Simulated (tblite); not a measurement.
# C4H11FO2Si: the cost of one run

The runs use tblite 0.8.0 and PySCF 2.14.0, with density-fitted response routines of our own; the level of theory stands in each step. All values are computed, except where a source is named. Atoms count from 0, in the outputs and in this text.

## (1) Starting geometry

19 atoms, charge 0, multiplicity 1; geometry from: force field or distance geometry start.

Bonds of the start (Å): C0–O1 1.43, O1–C2 1.41, C2–C3 1.54, C3–C4 1.55, C4–F5 1.36, C3–O6 1.44, O6–Si7 1.66, C0–H8 1.09, C0–H9 1.09, C0–H10 1.09, C2–H11 1.10, C2–H12 1.09, C3–H13 1.09, C4–H14 1.08, C4–H15 1.10, Si7–H16 1.49, Si7–H17 1.47, Si7–H18 1.49.

## (2) Geometry optimisation with GFN2-xTB

What the job is given:

```
{"job": {"kind": "relax", "xc": "GFN2-xTB", "basis": "xTB"}, "charge": 0, "multiplicity": 1}
C      3.068200     0.800900    -0.393500
O      1.820200     0.764000     0.302600
C      0.848400     0.011700    -0.398300
C     -0.490600     0.023300     0.358200
C     -0.314800    -0.672700     1.732400
F     -1.437800    -0.465200     2.475200
O     -1.439600    -0.688000    -0.449900
Si    -3.045200    -0.268500    -0.379600
H      2.935200     1.293600    -1.359700
H      3.769700     1.379600     0.205100
H      3.453500    -0.208000    -0.534600
H      0.683100     0.458100    -1.390900
H      1.182100    -1.012800    -0.545600
H     -0.795100     1.056600     0.528500
H     -0.194500    -1.744100     1.617600
H      0.527100    -0.263300     2.301400
H     -3.723200    -0.786500    -1.596500
H     -3.172900     1.199300    -0.358100
H     -3.683600    -0.868800     0.819700
```

Started as:

```
$ OMP_NUM_THREADS=1 python probes_run.py task.json out
```

This one command runs all jobs of the session in turn.

Q: Estimate the wall time and peak memory of this first job on 1 thread of Arm Neoverse N1, shared host.

About 1.4 s, with a peak of 0.18 GiB.
